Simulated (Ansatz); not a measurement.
# CuSn2: the cost of one run

Program: Ansatz 0.2.0. Level of theory: DFT PBE, scalar-relativistic, plane waves, PAW. These are calculated values, not measurements.

## Step 1: The system as given

The structure is hexagonal, space group P-6m2 (No. 187). Conventional cell: a = 3.591 Å, b = 3.591 Å, c = 12.346 Å, α = 90.00°, β = 90.00°, γ = 120.00°. Cu (site symmetry 3m) is surrounded by 6 Sn at 2.92 Å. Around Sn (site symmetry 3m) lie 3 Cu at 2.92 Å and 3 Sn at 2.92 Å. Around Sn (site symmetry -6m2) lie 6 Cu at 2.92 Å. Around Sn (site symmetry -6m2) lie 6 Sn at 2.92 Å.

Coordinates:

```xyz
6
Lattice="3.5905 0.0000 0.0000 -1.7953 3.1095 0.0000 0.0000 0.0000 12.3459" Properties=species:S:1:pos:R:3 pbc="T T T"
Cu    1.7953    1.0365   10.2883
Cu    1.7953    1.0365    2.0577
Sn    0.0000    2.0730    8.2306
Sn    0.0000    2.0730    0.0000
Sn    0.0000    2.0730    4.1153
Sn    1.7953    1.0365    6.1730
```

The start is an ordering of an alloy on its end members' structure types: elements ordered on the sites of the Bi type, Cu/Sn on Bi (P-6m2, No. 187).

## Step 2: A first look at the guess

Input file input.yaml:

```yaml
crystal:
  lattice:
    - [3.59051829, 0.0, 0.0]
    - [-1.79525915, 3.10948005, 0.0]
    - [0.0, 0.0, 12.34592584]
  atoms:
    - { symbol: Cu, position: [0.66666667, 0.33333333, 0.83333333] }
    - { symbol: Cu, position: [0.66666667, 0.33333333, 0.16666667] }
    - { symbol: Sn, position: [0.33333333, 0.66666667, 0.66666667] }
    - { symbol: Sn, position: [0.33333333, 0.66666667, 0.0] }
    - { symbol: Sn, position: [0.33333333, 0.66666667, 0.33333333] }
    - { symbol: Sn, position: [0.66666667, 0.33333333, 0.5] }
basis:
  ecutwfc: 420
kpoints:
  mp_grid: { grid: [6, 6, 2] }
hamiltonian:
  xc: pbe
scf:
  occupations: { method: gaussian, width: 0.1 }
  lower_state_search: "off"
output:
  forces: true
  stress: true
  eigenvalues: true
```

Command:

```console
ansatz run input.yaml --threads 1 --pin off --max-ram 2560MiB --backend cpu --events-out ev --progress --plain --runs-dir out
```

Q: Estimate wall time and peak memory on 1 thread of Arm Neoverse V1, shared host.

About 10 s, with a peak of 0.38 GiB.
